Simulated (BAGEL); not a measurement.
# GaNH2Cl2 (GaCl2(NH2)) at HF/cc-pVDZ (density fitting with qzvpp-jkfit)

Aim: the vertical ionisation energy of GaNH2Cl2 (GaCl2(NH2)) at HF/cc-pVDZ (density fitting with qzvpp-jkfit), from 2 runs. 

The calculation is run with BAGEL 1.2.2.

2 further runs of the same task are left out: 2 set aside as unsound or not needed.

## Step 1: The system as given

GaNH2Cl2 has 6 atoms, charge 0, and is taken as a singlet. SMILES: `[NH2][Ga]([Cl])[Cl]`. The shape comes from GFN2-xTB, which is rough for such elements, and wasn't checked as a minimum.

Bond lengths: Ga1–Cl2 2.080 Å, Ga1–Cl3 2.079 Å, Ga1–N4 1.838 Å, N4–H5 1.014 Å, N4–H6 1.013 Å. Angles: Cl2–Ga1–Cl3 122.2°, Cl2–Ga1–N4 118.7°, Cl3–Ga1–N4 118.9°, Ga1–N4–H5 120.0°, Ga1–N4–H6 119.8°, H5–N4–H6 109.8°.

## Step 2: The energy at HF/cc-pVDZ (density fitting with qzvpp-jkfit)

Contents of job.json:

```json
{ "bagel": [

{
  "title": "molecule",
  "basis": "cc-pvdz.json",
  "df_basis": "qzvpp-jkfit",
  "angstrom": true,
  "geometry": [
    { "atom": "Ga", "xyz": [    0.381380,    0.653400,    0.009260 ] },
    { "atom": "Cl", "xyz": [    2.435570,    0.610280,    0.331860 ] },
    { "atom": "Cl", "xyz": [   -0.654530,    2.429800,   -0.299040 ] },
    { "atom": "N", "xyz": [   -0.567760,   -0.914300,    0.150400 ] },
    { "atom": "H", "xyz": [   -1.502930,   -0.977330,   -0.235560 ] },
    { "atom": "H", "xyz": [   -0.091730,   -1.801840,    0.043080 ] }
  ]
},
{ "title": "hf" },
{ "title": "print", "file": "orbitals.molden", "orbitals": true }

]}
```

The basis set cc-pVDZ is read from a file made from the Basis Set Exchange's data (not shown).

Started as:

```
$ BAGEL_NUM_THREADS=1 BAGEL job.json > job.out
```

What it wrote:

```text
* using 1 threads per process

  ===============================================================
  ===============================================================

  *** Geometry ***

  { "atom" : "Ga", "xyz" : [      0.720704,      1.234747,      0.017499 ] },
  { "atom" : "Cl", "xyz" : [      4.602560,      1.153262,      0.627125 ] },
  { "atom" : "Cl", "xyz" : [     -1.236882,      4.591657,     -0.565104 ] },
  { "atom" : "N", "xyz" : [     -1.072911,     -1.727777,      0.284215 ] },
  { "atom" : "H", "xyz" : [     -2.840126,     -1.846886,     -0.445144 ] },
  { "atom" : "H", "xyz" : [     -0.173345,     -3.404984,      0.081409 ] },

  Number of auxiliary basis functions:      635

  Since a DF basis is specified, we compute 2- and 3-index integrals:
    o Being stored without compression. Storage requirement is 0.038 GB

  Number of basis functions:       87
  Number of electrons      :       74

    * METHOD: MOLECULE                             0.37

  *** RHF ***

  === Nuclear Repulsion ===
   440.0763990365

      * DIIS with orbital gradients will be used.

  === RHF iteration (cc-pvdz.json) ===
      0      -2897.78460873          0.01505697           0.13
      1      -2897.91657843          0.01044678           0.13
      2      -2897.98197501          0.00096374           0.13
      3      -2897.98293062          0.00025868           0.13
      4      -2897.98302231          0.00005944           0.13
      5      -2897.98302580          0.00001514           0.13
      6      -2897.98302605          0.00000487           0.13
      7      -2897.98302609          0.00000135           0.13
      8      -2897.98302609          0.00000071           0.13
      9      -2897.98302609          0.00000017           0.13
     10      -2897.98302609          0.00000006           0.13
     11      -2897.98302609          0.00000002           0.13
     12      -2897.98302609          0.00000001           0.13
    * SCF iteration converged.

    * Permanent dipole moment:
           (    0.373064,     0.746179,     0.340774) a.u.

    * METHOD: HF                                   1.92

    * METHOD: PRINT                                0.01

  ===============================================================
```

Run time: 2.5 s. Hardware: 1 thread of Arm Neoverse V2, shared host; peak memory 0.17 GiB.

## Step 3: The doublet cation, same level

Contents of input.json:

```json
{ "bagel": [

{
  "title": "molecule",
  "basis": "cc-pvdz.json",
  "df_basis": "qzvpp-jkfit",
  "angstrom": "true",
  "geometry": [
    { "atom": "Ga", "xyz": [    0.381380,    0.653400,    0.009260 ] },
    { "atom": "Cl", "xyz": [    2.435570,    0.610280,    0.331860 ] },
    { "atom": "Cl", "xyz": [   -0.654530,    2.429800,   -0.299040 ] },
    { "atom": "N", "xyz": [   -0.567760,   -0.914300,    0.150400 ] },
    { "atom": "H", "xyz": [   -1.502930,   -0.977330,   -0.235560 ] },
    { "atom": "H", "xyz": [   -0.091730,   -1.801840,    0.043080 ] }
  ]
},
{ "title": "uhf", "charge": 1, "nopen": 1 },
{ "title": "print", "file": "orbitals.molden", "orbitals": "true" }

]}
```

The basis set cc-pVDZ is read from a file made from the Basis Set Exchange's data (not shown).

Started as:

```
$ BAGEL_NUM_THREADS=1 BAGEL input.json > input.out
```

What it wrote:

```text
* using 1 threads per process

  ===============================================================
  ===============================================================

  *** Geometry ***

  { "atom" : "Ga", "xyz" : [      0.720704,      1.234747,      0.017499 ] },
  { "atom" : "Cl", "xyz" : [      4.602560,      1.153262,      0.627125 ] },
  { "atom" : "Cl", "xyz" : [     -1.236882,      4.591657,     -0.565104 ] },
  { "atom" : "N", "xyz" : [     -1.072911,     -1.727777,      0.284215 ] },
  { "atom" : "H", "xyz" : [     -2.840126,     -1.846886,     -0.445144 ] },
  { "atom" : "H", "xyz" : [     -0.173345,     -3.404984,      0.081409 ] },

  Number of auxiliary basis functions:      635

  Since a DF basis is specified, we compute 2- and 3-index integrals:
    o Being stored without compression. Storage requirement is 0.038 GB

  Number of basis functions:       87
  Number of electrons      :       74

    * METHOD: MOLECULE                             0.37

  *** Open-shell HF ***

  === Nuclear Repulsion ===
   440.0763990365

      * DIIS with orbital gradients will be used.

  === UHF iteration (cc-pvdz.json) ===
      0      -2897.53118293          0.01738851           0.24
      1      -2897.63761903          0.00871647           0.24
      2      -2897.65620954          0.00366316           0.24
      3      -2897.66007478          0.00103540           0.24
      4      -2897.66112889          0.00042903           0.24
      5      -2897.66134732          0.00027625           0.24
      6      -2897.66146528          0.00015280           0.24
      7      -2897.66149348          0.00007556           0.24
      8      -2897.66150095          0.00002289           0.24
      9      -2897.66150199          0.00000613           0.24
     10      -2897.66150223          0.00000218           0.24
     11      -2897.66150231          0.00000077           0.24
     12      -2897.66150233          0.00000035           0.24
     13      -2897.66150233          0.00000020           0.24
     14      -2897.66150233          0.00000012           0.24
     15      -2897.66150233          0.00000006           0.24
     16      -2897.66150233          0.00000003           0.24
     17      -2897.66150233          0.00000001           0.24
     18      -2897.66150233          0.00000001           0.24
    * SCF iteration converged.

    * S^2 (UHF) is 0.7588

    * Permanent dipole moment:
           (    1.733766,     3.007686,     0.184729) a.u.

    * METHOD: UHF                                  4.78

    * METHOD: PRINT                                0.01

  ===============================================================
```

It took 5.4 s on 1 thread of Arm Neoverse V2, shared host; peak memory 0.17 GiB.

## Step 4: Outcome

Level: HF/cc-pVDZ (density fitting with qzvpp-jkfit).

```
                                          quantity           value
                    singlet GaNH2Cl2: total energy  -2897.98303 Eh
                   singlet GaNH2Cl2: dipole moment          2.29 D
                     singlet GaNH2Cl2: HOMO energy       -11.25 eV
                     singlet GaNH2Cl2: LUMO energy         2.40 eV
                   singlet GaNH2Cl2: HOMO–LUMO gap        13.65 eV
                      doublet cation: total energy  -2897.66150 Eh
                              doublet cation: ⟨S²⟩           0.759
vertical ionisation energy (to the doublet cation)        8.749 eV
```

In words: Removing an electron at fixed nuclei costs 8.75 eV (844 kJ/mol). −ε(HOMO) before ionisation, 11.25 eV, is 2.50 eV above this ionisation energy.
